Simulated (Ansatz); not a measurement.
# Li3HS: the cost of one run

Program: Ansatz 0.2.0. Level of theory: DFT PBEsol, scalar-relativistic, plane waves, PAW. These are calculated values, not measurements.

## (1) Starting point

Symmetry: Pm-3m, No. 221, cubic system. Conventional cell: a = 3.801 Å, b = 3.801 Å, c = 3.801 Å, α = 90.00°, β = 90.00°, γ = 90.00°. Around S (site symmetry m-3m) lie 12 Li at 2.69 Å. Around H (site symmetry m-3m) lie 6 Li at 1.90 Å. Li (site symmetry 4/mmm) has 2 H at 1.90 Å and 4 S at 2.69 Å and 8 Li at 2.69 Å as nearest neighbours.

Structure file:

```
CELL_PARAMETERS angstrom
3.80117 0.00000 0.00000
0.00000 3.80117 0.00000
0.00000 0.00000 3.80117
ATOMIC_POSITIONS crystal
S 0.50000 0.50000 0.50000
H 0.00000 0.00000 0.00000
Li 0.50000 0.00000 0.00000
Li 0.00000 0.50000 0.00000
Li 0.00000 0.00000 0.50000
```

This cell was relaxed beforehand with the same method: volume 10.98 Å³/atom, gap on the mesh 4.13 eV.

## (2) The cell under PBEsol

input.yaml

```yaml
crystal:
  lattice:
    - [3.8011716747, 0.0, 0.0]
    - [0.0, 3.8011716747, 0.0]
    - [0.0, 0.0, 3.8011716747]
  atoms:
    - { symbol: S, position: [0.5, 0.5, 0.5] }
    - { symbol: H, position: [0.0, 0.0, 0.0] }
    - { symbol: Li, position: [0.5, 0.0, 0.0] }
    - { symbol: Li, position: [0.0, 0.5, 0.0] }
    - { symbol: Li, position: [0.0, 0.0, 0.5] }
basis:
  ecutwfc: 420
kpoints:
  mp_grid: { grid: [6, 6, 6] }
hamiltonian:
  xc: pbesol
scf:
  occupations: { method: gaussian, width: 0.02 }
output:
  forces: true
  stress: true
  eigenvalues: true
relax:
  adjacent_minimum: "off"
  f_tol: 0.005
  max_steps: 50
  cell: { stress_tol: 0.05 }
```

Started as:

```console
> ansatz run input.yaml --threads 1 --pin off --max-ram 2560MiB --backend cpu --events-out ev --progress --plain --runs-dir out
```

What time and memory should one allow on 1 thread of Intel Xeon 6975P-C (Granite Rapids), shared host?

About 2.6 s, with a peak of 0.34 GiB.
